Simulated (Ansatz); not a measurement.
# C2H9NOSi2: a ladder of functionals

One table from this session's results is given with a row withheld; the runs are named, their logs left out.

The runs use Ansatz 0.2.0, Gaussian basis; functionals in def2-TZVPP.

The runs, in order: LDA (SPW92), PBE-D4, revPBE-D4, BLYP-D4, r2SCAN-D4, B97M-V, PBE0-D4, B3LYP-D4, r2SCANh-D4.

## The geometry

An earlier PBE0-D4 in a triple-zeta def2 set relaxation fixed the geometry.

SMILES `C=C[SiH2]N[SiH2]O`, 15 atoms, charge 0, spin multiplicity 1.

Atoms are counted from 1 here; the program's logs count them from 0.

Bond lengths: C1–C2 1.331 Å, C1–H7 1.087 Å, C1–H8 1.087 Å, C2–Si3 1.862 Å, C2–H9 1.090 Å, Si3–N4 1.727 Å, Si3–H10 1.487 Å, Si3–H11 1.488 Å, N4–Si5 1.719 Å, N4–H12 1.011 Å, Si5–O6 1.649 Å, Si5–H13 1.479 Å, Si5–H14 1.485 Å, O6–H15 0.959 Å. Angles: C2–C1–H7 121.4°, C2–C1–H8 122.4°, H7–C1–H8 116.3°, C1–C2–Si3 123.1°, C1–C2–H9 118.1°, Si3–C2–H9 118.8°, C2–Si3–N4 112.1°, C2–Si3–H10 109.0°, C2–Si3–H11 109.1°, N4–Si3–H10 108.0°, N4–Si3–H11 109.5°, H10–Si3–H11 109.1°, Si3–N4–Si5 127.5°, Si3–N4–H12 115.6°, Si5–N4–H12 115.8°, N4–Si5–O6 115.1°, N4–Si5–H13 109.4°, N4–Si5–H14 105.8° and more.

The first run:

File in.yaml:

```yaml
crystal:
  periodic: [false, false, false]
  atoms:
    - {symbol: C, position_ang: [1.383623, -0.519626, -1.591951]}
    - {symbol: C, position_ang: [0.168406, -1.055287, -1.677301]}
    - {symbol: Si, position_ang: [-1.289913, -0.425780, -0.704744]}
    - {symbol: N, position_ang: [-0.864682, 0.896186, 0.322629]}
    - {symbol: Si, position_ang: [-0.213216, 0.820459, 1.911908]}
    - {symbol: O, position_ang: [1.433135, 0.791693, 1.991238]}
    - {symbol: H, position_ang: [1.583864, 0.329509, -0.943070]}
    - {symbol: H, position_ang: [2.226196, -0.894863, -2.166420]}
    - {symbol: H, position_ang: [0.026060, -1.900443, -2.351059]}
    - {symbol: H, position_ang: [-1.811571, -1.523682, 0.151699]}
    - {symbol: H, position_ang: [-2.357016, 0.001872, -1.650272]}
    - {symbol: H, position_ang: [-0.830176, 1.802415, -0.124405]}
    - {symbol: H, position_ang: [-0.579677, 2.047941, 2.651752]}
    - {symbol: H, position_ang: [-0.770456, -0.415669, 2.517857]}
    - {symbol: H, position_ang: [1.873423, -0.005322, 1.691640]}
basis:
  gaussian: {orbitals: def2-TZVPP}
hamiltonian: {xc: lda}
output: {orbitals: {seedname: orbitals}}
```

Among the steps run: LDA; PBE-D4 (GGA); revPBE-D4 (GGA); BLYP-D4 (GGA); r2SCAN-D4 (meta-GGA); B97M-V (meta-GGA); PBE0-D4 (hybrid); B3LYP-D4 (hybrid); r2SCANh-D4 (hybrid).

One of the session's tables, all rows but one given; the rest of the session is left out.

```
 functional  HOMO (eV)  LUMO (eV)  gap (eV)
LDA (SPW92)      -6.58      -1.76      4.82
     PBE-D4      -6.42      -1.53      4.89
  revPBE-D4      -6.35      -1.44      4.91
    BLYP-D4      -6.29      -1.38      4.90
  r2SCAN-D4          ?          ?         ?
     B97M-V      -6.85      -1.34      5.51
    PBE0-D4      -7.78      -0.53      7.26
   B3LYP-D4      -7.55      -0.74      6.80
 r2SCANh-D4      -7.22      -0.96      6.26
```

Q: Estimate the row for r2SCAN-D4 from the others.

**Answer.** HOMO (eV): -6.71; LUMO (eV): -1.33; gap (eV): 5.39. In the column «HOMO (eV)» it lies between B97M-V (-6.85) and LDA (SPW92) (-6.58).
